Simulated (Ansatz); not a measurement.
# ScSi53: the cost of one run

Computed with Ansatz 0.2.0 (DFT, PBE, plane-wave PAW, default files, scalar-relativistic, as far as a step names no other, unless a step's input says otherwise).

The COD entry's cell or inner coordinates are ideal or old and differ from later refinements, so a difference from it is no clean test against experiment.

2 further runs of the same task are left out: 2 that didn't finish.

## 1. The structure to begin with

The structure is cubic, space group F-43m (No. 216). Conventional cell: a = 16.281 Å, b = 16.281 Å, c = 16.281 Å, α = 90.00°, β = 90.00°, γ = 90.00°. Around Sc (site symmetry -43m) lie 4 Si at 2.35 Å. Around Si (site symmetry m) lie 4 Si at 2.35 Å. Around Si (site symmetry 3m) lie 4 Si at 2.35 Å. Si (site symmetry 2mm) is surrounded by 4 Si at 2.35 Å. Si (site symmetry 3m) has 1 Sc at 2.35 Å and 3 Si at 2.35 Å as nearest neighbours. Only part of the 10 independent sites is listed.

Structure file:

```
Sc Si
1.0
     0.00000    8.14068    8.14068
     8.14068    0.00000    8.14068
     8.14068    8.14068    0.00000
Sc Si
1 53
Cartesian
  4.0703 4.0703 4.0703
  6.7839 6.7839 4.0703
  9.4975 9.4975 4.0703
  6.7839 4.0703 6.7839
  9.4975 6.7839 6.7839
  12.2110 9.4975 6.7839
  9.4975 4.0703 9.4975
  12.2110 6.7839 9.4975
  14.9246 9.4975 9.4975
  4.0703 6.7839 6.7839
  6.7839 9.4975 6.7839
  9.4975 12.2110 6.7839
  6.7839 6.7839 9.4975
  9.4975 9.4975 9.4975
  12.2110 12.2110 9.4975
  9.4975 6.7839 12.2110
  12.2110 9.4975 12.2110
  14.9246 12.2110 12.2110
  4.0703 9.4975 9.4975
  6.7839 12.2110 9.4975
  9.4975 14.9246 9.4975
  6.7839 9.4975 12.2110
  9.4975 12.2110 12.2110
  12.2110 14.9246 12.2110
  9.4975 9.4975 14.9246
  12.2110 12.2110 14.9246
  14.9246 14.9246 14.9246
  2.7136 2.7136 2.7136
  5.4271 5.4271 2.7136
  8.1407 8.1407 2.7136
  5.4271 2.7136 5.4271
  8.1407 5.4271 5.4271
  10.8542 8.1407 5.4271
  8.1407 2.7136 8.1407
  10.8542 5.4271 8.1407
  13.5678 8.1407 8.1407
  2.7136 5.4271 5.4271
  5.4271 8.1407 5.4271
  8.1407 10.8542 5.4271
  5.4271 5.4271 8.1407
  8.1407 8.1407 8.1407
  10.8542 10.8542 8.1407
  8.1407 5.4271 10.8542
  10.8542 8.1407 10.8542
  13.5678 10.8542 10.8542
  2.7136 8.1407 8.1407
  5.4271 10.8542 8.1407
  8.1407 13.5678 8.1407
  5.4271 8.1407 10.8542
  8.1407 10.8542 10.8542
  10.8542 13.5678 10.8542
  8.1407 8.1407 13.5678
  10.8542 10.8542 13.5678
  13.5678 13.5678 13.5678
```

Atom 1 of the input is the impurity.

## 2. Single point at the given positions

input.yaml reads:

```yaml
crystal:
  lattice:
    - [0.0, 8.14068, 8.14068]
    - [8.14068, 0.0, 8.14068]
    - [8.14068, 8.14068, 0.0]
  atoms:
    - { symbol: Sc, position: [0.25, 0.25, 0.25] }
    - { symbol: Si, position: [0.25, 0.25, 0.5833333333] }
    - { symbol: Si, position: [0.25, 0.25, 0.9166666667] }
    - { symbol: Si, position: [0.25, 0.5833333333, 0.25] }
    - { symbol: Si, position: [0.25, 0.5833333333, 0.5833333333] }
    - { symbol: Si, position: [0.25, 0.5833333333, 0.9166666667] }
    - { symbol: Si, position: [0.25, 0.9166666667, 0.25] }
    - { symbol: Si, position: [0.25, 0.9166666667, 0.5833333333] }
    - { symbol: Si, position: [0.25, 0.9166666667, 0.9166666667] }
    - { symbol: Si, position: [0.5833333333, 0.25, 0.25] }
    - { symbol: Si, position: [0.5833333333, 0.25, 0.5833333333] }
    - { symbol: Si, position: [0.5833333333, 0.25, 0.9166666667] }
    - { symbol: Si, position: [0.5833333333, 0.5833333333, 0.25] }
    - { symbol: Si, position: [0.5833333333, 0.5833333333, 0.5833333333] }
    - { symbol: Si, position: [0.5833333333, 0.5833333333, 0.9166666667] }
    - { symbol: Si, position: [0.5833333333, 0.9166666667, 0.25] }
    - { symbol: Si, position: [0.5833333333, 0.9166666667, 0.5833333333] }
    - { symbol: Si, position: [0.5833333333, 0.9166666667, 0.9166666667] }
    - { symbol: Si, position: [0.9166666667, 0.25, 0.25] }
    - { symbol: Si, position: [0.9166666667, 0.25, 0.5833333333] }
    - { symbol: Si, position: [0.9166666667, 0.25, 0.9166666667] }
    - { symbol: Si, position: [0.9166666667, 0.5833333333, 0.25] }
    - { symbol: Si, position: [0.9166666667, 0.5833333333, 0.5833333333] }
    - { symbol: Si, position: [0.9166666667, 0.5833333333, 0.9166666667] }
    - { symbol: Si, position: [0.9166666667, 0.9166666667, 0.25] }
    - { symbol: Si, position: [0.9166666667, 0.9166666667, 0.5833333333] }
    - { symbol: Si, position: [0.9166666667, 0.9166666667, 0.9166666667] }
    - { symbol: Si, position: [0.1666666667, 0.1666666667, 0.1666666667] }
    - { symbol: Si, position: [0.1666666667, 0.1666666667, 0.5] }
    - { symbol: Si, position: [0.1666666667, 0.1666666667, 0.8333333333] }
    - { symbol: Si, position: [0.1666666667, 0.5, 0.1666666667] }
    - { symbol: Si, position: [0.1666666667, 0.5, 0.5] }
    - { symbol: Si, position: [0.1666666667, 0.5, 0.8333333333] }
    - { symbol: Si, position: [0.1666666667, 0.8333333333, 0.1666666667] }
    - { symbol: Si, position: [0.1666666667, 0.8333333333, 0.5] }
    - { symbol: Si, position: [0.1666666667, 0.8333333333, 0.8333333333] }
    - { symbol: Si, position: [0.5, 0.1666666667, 0.1666666667] }
    - { symbol: Si, position: [0.5, 0.1666666667, 0.5] }
    - { symbol: Si, position: [0.5, 0.1666666667, 0.8333333333] }
    - { symbol: Si, position: [0.5, 0.5, 0.1666666667] }
    - { symbol: Si, position: [0.5, 0.5, 0.5] }
    - { symbol: Si, position: [0.5, 0.5, 0.8333333333] }
    - { symbol: Si, position: [0.5, 0.8333333333, 0.1666666667] }
    - { symbol: Si, position: [0.5, 0.8333333333, 0.5] }
    - { symbol: Si, position: [0.5, 0.8333333333, 0.8333333333] }
    - { symbol: Si, position: [0.8333333333, 0.1666666667, 0.1666666667] }
    - { symbol: Si, position: [0.8333333333, 0.1666666667, 0.5] }
    - { symbol: Si, position: [0.8333333333, 0.1666666667, 0.8333333333] }
    - { symbol: Si, position: [0.8333333333, 0.5, 0.1666666667] }
    - { symbol: Si, position: [0.8333333333, 0.5, 0.5] }
    - { symbol: Si, position: [0.8333333333, 0.5, 0.8333333333] }
    - { symbol: Si, position: [0.8333333333, 0.8333333333, 0.1666666667] }
    - { symbol: Si, position: [0.8333333333, 0.8333333333, 0.5] }
    - { symbol: Si, position: [0.8333333333, 0.8333333333, 0.8333333333] }
total_charge: -1
kpoints:
  mp_grid: { grid: [2, 2, 2] }
scf:
  occupations: { method: fermi_dirac, width: 0.01 }
hamiltonian:
  xc: pbe
  pseudopotentials: { kind: paw }
output:
  forces: true
  stress: true
  populations: true
  efg: { quadrupole_moments_barn: { Sc: -0.22 }, contact_densities: true }
  write_density: true
  write_potential: true
  elf: true
  volumetric_format: npy
```

On the command line:

```
$ ansatz run input.yaml --threads 1 --pin off --max-ram 3072MiB --backend cpu --events-out ev --progress --plain --runs-dir out
```

What time and memory should one allow on 1 thread of Arm Neoverse V1, shared host?

About 74 s, with a peak of 1.7 GiB.
